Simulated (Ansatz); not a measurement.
# C2H5AlO: the cost of one run

All numbers are computed with Ansatz 0.2.0, driven from Python. Level of theory: Hartree-Fock/def2-SVP.

## (1) The structure

Bond lengths: C1–O2 1.340 Å, O2–C3 1.397 Å, C1–Al4 1.917 Å, C3–Al4 1.881 Å, C1–H5 1.161 Å, C1–H6 1.155 Å, C3–H7 1.165 Å, C3–H8 1.093 Å, Al4–H9 1.666 Å. Angles (14 of 16 angles, heavy atoms first): C1–O2–C3 97.6°, O2–C1–Al4 98.5°, O2–C3–Al4 98.1°, C1–Al4–C3 65.7°, O2–C1–H5 111.9°, O2–C1–H6 113.6°, Al4–C1–H5 113.5°, Al4–C1–H6 112.2°, O2–C3–H7 108.7°, O2–C3–H8 110.1°, Al4–C3–H7 112.6°, Al4–C3–H8 118.0°, C1–Al4–H9 134.0°, C3–Al4–H9 135.4°.

c2h5alo.xyz, read by the script:

```xyz
9

C    -0.21180    0.82910   -0.66220
O     0.93580    0.15910   -0.83140
C     0.68070   -0.87670    0.07100
Al   -0.98550   -0.27310    0.70160
H    -0.83900    0.86730   -1.63800
H    -0.06270    1.91920   -0.30930
H     1.50310   -0.86390    0.89540
H     0.71560   -1.84050   -0.44380
H    -1.64770    0.03310    2.19960
```

## (2) The script

Contents of md_c2h5alo.py:

```python
'''Molecular dynamics of one C2H5AlO molecule.'''

from dataclasses import dataclass

import ansatz as az
import numpy as np


@dataclass(frozen=True)
class Options:
    basis: str = 'def2-SVP'
    xc: str = 'HF'
    n_steps: int = 20
    temperature_k: int = 300


cfg = Options()

system = az.Crystal.molecule_from_extxyz('c2h5alo.xyz')

setup = (
    system.calculation()
    .basis(gaussian=cfg.basis)
    .functional(cfg.xc)
    .md('nve', timestep=1.0, steps=cfg.n_steps, temperature=cfg.temperature_k, initial_velocities='maxwell_boltzmann', seed=3)
)
frames = []
res = setup.session().plan().execute(on_event=lambda e: frames.append(e['data']) if e['event'] == 'md_step' else None)
print('t (fs)   E_pot (eV)      E_kin (eV)   T (K)   d(0-1) (A)')
for f in frames[::3]:
    xyz = np.array(f['positions_ang'])
    print(f'{f["time_fs"]:6.2f} {f["lagrangian_ev"]:14.5f} {f["e_kin_ev"]:10.5f} {f["temperature_k"]:8.1f} {np.linalg.norm(xyz[0] - xyz[1]):9.4f}')
kept = np.array([f['conserved_ev'] for f in frames])
print(f'conserved energy moves by at most {1000 * np.ptp(kept):.3f} meV')
```

## (3) The input behind the calls

The engine receives this input:

```yaml
crystal:
  periodic: [false, false, false]
  atoms:
    - { symbol: C, position_ang: [-0.2118, 0.8291, -0.6622] }
    - { symbol: O, position_ang: [0.9358, 0.1591, -0.8314] }
    - { symbol: C, position_ang: [0.6807, -0.8767, 0.071] }
    - { symbol: Al, position_ang: [-0.9855, -0.2731, 0.7016] }
    - { symbol: H, position_ang: [-0.839, 0.8673, -1.638] }
    - { symbol: H, position_ang: [-0.0627, 1.9192, -0.3093] }
    - { symbol: H, position_ang: [1.5031, -0.8639, 0.8954] }
    - { symbol: H, position_ang: [0.7156, -1.8405, -0.4438] }
    - { symbol: H, position_ang: [-1.6477, 0.0331, 2.1996] }
basis:
  gaussian:
    orbitals: def2-SVP
hamiltonian:
  xc: hf
md:
  timestep: 1.0
  n_steps: 20
  ensemble: nve
  temperature: 300.0
  initial_velocities: maxwell_boltzmann
  seed: 3
```

## (4) The run

Command:

```
$ python md_c2h5alo.py
```

What time and memory should one allow on 1 thread of Intel Xeon Platinum 8488C (Sapphire Rapids), shared host?

About 24 s, with a peak of 0.22 GiB.
